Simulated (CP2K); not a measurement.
**Two attempts at CH2BNTe (SMILES B1N=C[Te]1)**

Aim: energy and forces of CH2BNTe at GFN0-xTB.

The results are computed with CP2K 2026.2.

3 further runs of the same task are left out: 1 that didn't finish, 2 set aside as unsound or not needed.

**1. The molecule**

CH2BNTe: 6 atoms, total charge 0, spin state singlet. As SMILES, `B1N=C[Te]1`. The shape comes from GFN2-xTB, which is rough for such elements, and wasn't checked as a minimum.

Bond lengths: B1–N2 1.428 Å, N2–C3 1.282 Å, B1–Te4 2.193 Å, C3–Te4 2.134 Å, B1–H5 1.158 Å, C3–H6 1.080 Å. Angles: B1–N2–C3 84.2°, N2–B1–Te4 103.4°, N2–C3–Te4 112.6°, B1–Te4–C3 49.7°, N2–B1–H5 124.8°, Te4–B1–H5 127.9°, N2–C3–H6 123.4°, Te4–C3–H6 123.6°.

**2. Try one**

qs.inp

```
&FORCE_EVAL
 METHOD QS
 &DFT
  CHARGE 6
  MULTIPLICITY 1
  &QS
   METHOD XTB
   EPS_DEFAULT 1.0E-10
   &XTB
    GFN_TYPE 0
    CHECK_ATOMIC_CHARGES F
   &END XTB
  &END QS
  &POISSON
   PERIODIC NONE
   POISSON_SOLVER ANALYTIC
  &END POISSON
  &SCF
   SCF_GUESS ATOMIC
   EPS_SCF 1.0E-06
   MAX_SCF 85
   ADDED_MOS 8
   &DIAGONALIZATION
    ALGORITHM STANDARD
   &END DIAGONALIZATION
   &MIXING
    METHOD DIRECT_P_MIXING
    ALPHA 0.4
   &END MIXING
  &END SCF
  &PRINT
   &MOMENTS
    PERIODIC F
    REFERENCE COM
    MAX_MOMENT 1
   &END MOMENTS
   &MO ON
    ENERGIES T
    OCCUPATION_NUMBERS T
    NDIGITS 6
    &EACH
     QS_SCF 0
    &END EACH
    ADD_LAST NUMERIC
   &END MO
   &HIRSHFELD OFF
   &END HIRSHFELD
  &END PRINT
 &END DFT
 &SUBSYS
  &CELL
   ABC [angstrom] 10.4 10.9 10.2
   PERIODIC NONE
  &END CELL
  &COORD
   B     -0.287840     0.627590    -0.654470
   N      1.049790     0.299090    -0.276560
   C      0.483740    -0.565870     0.481760
   Te    -1.390290    -1.232750    -0.292250
   H     -0.710470     1.703900    -0.718740
   H      0.855060    -0.831950     1.460270
  &END COORD
  &TOPOLOGY
   &CENTER_COORDINATES
   &END CENTER_COORDINATES
  &END TOPOLOGY
 &END SUBSYS
 &PRINT
  &FORCES ON
  &END FORCES
 &END PRINT
&END FORCE_EVAL
&GLOBAL
 PROJECT qs
 RUN_TYPE ENERGY_FORCE
 PRINT_LEVEL MEDIUM
&END GLOBAL
```

Started as:

```sh
$ OMP_NUM_THREADS=1 cp2k.psmp -i qs.inp > qs.out 2>&1
```

Log:

```text
CP2K| version string:                                       CP2K version 2026.2
[...]
 GLOBAL| Method name                                                        CP2K
[...]
 GLOBAL| Run type                                                   ENERGY_FORCE
[...]
                             - Atoms:                                          6
[...]
                             - Spherical basis functions:                     25
[...]
 Number of electrons:                                                         14
[...]
 TB_DIPOLE| Moment [Debye]         24.05584720      17.83272021       0.99332659
 TB_DIPOLE| Derivative [a.u.]       0.00000000       0.00000000       0.00000000
[...]
 ENERGY| Total FORCE_EVAL ( QS ) energy [hartree]              4.589588999589681
 FORCES| Atomic forces [hartree/bohr]
 FORCES|   Atom     x               y               z               |f|
 FORCES|      1 -1.12766767E-02  2.88355836E-02 -1.21647206E-02   3.32661201E-02
 FORCES|      2  1.11015285E-01  1.20552071E-02 -3.40917052E-02   1.16756010E-01
 FORCES|      3 -3.43913445E-02 -2.67358396E-02 -2.51866266E-02   5.03183451E-02
 FORCES|      4 -7.24764390E-02 -1.01757820E-01 -8.80571250E-03   1.25239884E-01
 FORCES|      5 -5.59193344E-02  1.40912128E-01 -4.92877483E-02   1.59412929E-01
 FORCES|      6  6.30485100E-02 -5.33092595E-02  1.29536513E-01   1.53612174E-01
 FORCES| Sum     1.38777878E-16  2.01227923E-16 -5.55111512E-17
 FORCES| Total atomic force                                       2.50666042E-16
[...]
```

Wall time 0.26 s (1 thread of Arm Neoverse V1, shared host).

**3. What went wrong**

The run finished; that doesn't make the result usable.

The fault: the charge typed isn't that of the species meant. To mend it: charge 0 in place of 6.

**4. The mended input**

calc.inp

```
&GLOBAL
  PROJECT calc
  RUN_TYPE ENERGY_FORCE
  PRINT_LEVEL MEDIUM
&END GLOBAL

&FORCE_EVAL
  METHOD QS
  &DFT
    # Quickstep
    &QS
      METHOD XTB
      EPS_DEFAULT 1.0E-10
      &XTB
        GFN_TYPE 0
        CHECK_ATOMIC_CHARGES F
      &END XTB
    &END QS
    &POISSON
      PERIODIC NONE
      POISSON_SOLVER ANALYTIC
    &END POISSON
    # self-consistent field
    &SCF
      SCF_GUESS ATOMIC
      EPS_SCF 1.0E-06
      MAX_SCF 150
      ADDED_MOS 8
      &DIAGONALIZATION
        ALGORITHM STANDARD
      &END DIAGONALIZATION
      &MIXING
        METHOD DIRECT_P_MIXING
        ALPHA 0.4
      &END MIXING
    &END SCF
    &PRINT
      &MOMENTS
        PERIODIC F
        REFERENCE COM
        MAX_MOMENT 1
      &END MOMENTS
      &MO ON
        ENERGIES T
        OCCUPATION_NUMBERS T
        NDIGITS 6
        &EACH
          QS_SCF 0
        &END EACH
        ADD_LAST NUMERIC
      &END MO
      &HIRSHFELD OFF
      &END HIRSHFELD
    &END PRINT
  &END DFT
  &SUBSYS
    # box in angstrom
    &CELL
      ABC 10.4 10.9 10.2
      PERIODIC NONE
    &END CELL
    &COORD
      B     -0.287840     0.627590    -0.654470
      N      1.049790     0.299090    -0.276560
      C      0.483740    -0.565870     0.481760
      Te    -1.390290    -1.232750    -0.292250
      H     -0.710470     1.703900    -0.718740
      H      0.855060    -0.831950     1.460270
    &END COORD
    &TOPOLOGY
      &CENTER_COORDINATES
      &END CENTER_COORDINATES
    &END TOPOLOGY
  &END SUBSYS
  # extra output
  &PRINT
    &FORCES ON
    &END FORCES
  &END PRINT
&END FORCE_EVAL
```

Started as:

```sh
$ OMP_NUM_THREADS=1 cp2k.psmp -i calc.inp -o calc.out
```

Log:

```text
CP2K| version string:                                       CP2K version 2026.2
[...]
 GLOBAL| Method name                                                        CP2K
[...]
 GLOBAL| Run type                                                   ENERGY_FORCE
[...]
                             - Atoms:                                          6
[...]
                             - Spherical basis functions:                     25
[...]
 Number of electrons:                                                         20
[...]
 TB_DIPOLE| Moment [Debye]          0.77405275       2.38565031       0.51503594
 TB_DIPOLE| Derivative [a.u.]       0.00000000       0.00000000       0.00000000
[...]
 ENERGY| Total FORCE_EVAL ( QS ) energy [hartree]            -10.602105277124007
 FORCES| Atomic forces [hartree/bohr]
 FORCES|   Atom     x               y               z               |f|
 FORCES|      1 -2.79275912E-03  1.30873994E-02 -5.19528991E-03   1.43551581E-02
 FORCES|      2  1.35152006E-02  1.45528544E-03  2.58220178E-03   1.38364110E-02
 FORCES|      3  2.97362229E-03  3.33872561E-03  3.48678299E-03   5.66984778E-03
 FORCES|      4 -1.06516526E-02 -1.15940495E-02  3.00227999E-03   1.60278936E-02
 FORCES|      5 -2.00061222E-03 -6.88889779E-04 -2.64739429E-03   3.38905812E-03
 FORCES|      6 -1.04379902E-03 -5.59847111E-03 -1.22858056E-03   5.82595961E-03
 FORCES| Sum    -2.63027447E-16  1.64798730E-17 -2.11202583E-16
 FORCES| Total atomic force                                       3.37730004E-16
[...]
```

Wall time 0.26 s (1 thread of Arm Neoverse V1, shared host).

**5. What came out**

At GFN0-xTB:

| quantity | value |
| --- | --- |
| total energy | -10.60211 Eh |
| dipole moment (from atomic charges alone) | 2.56 D |
| HOMO energy | -11.19 eV |
| LUMO energy | -8.21 eV |
| HOMO–LUMO gap | 2.99 eV |
| dispersion energy | -3.62 kJ/mol |
| largest force on an atom | 0.824 eV/Å |

**Reading.** The dipole comes from point charges on the atoms alone, without atomic dipoles, so it is partial. The largest force is 0.82 eV/Å: the shape isn't a stationary point for this species at this level.
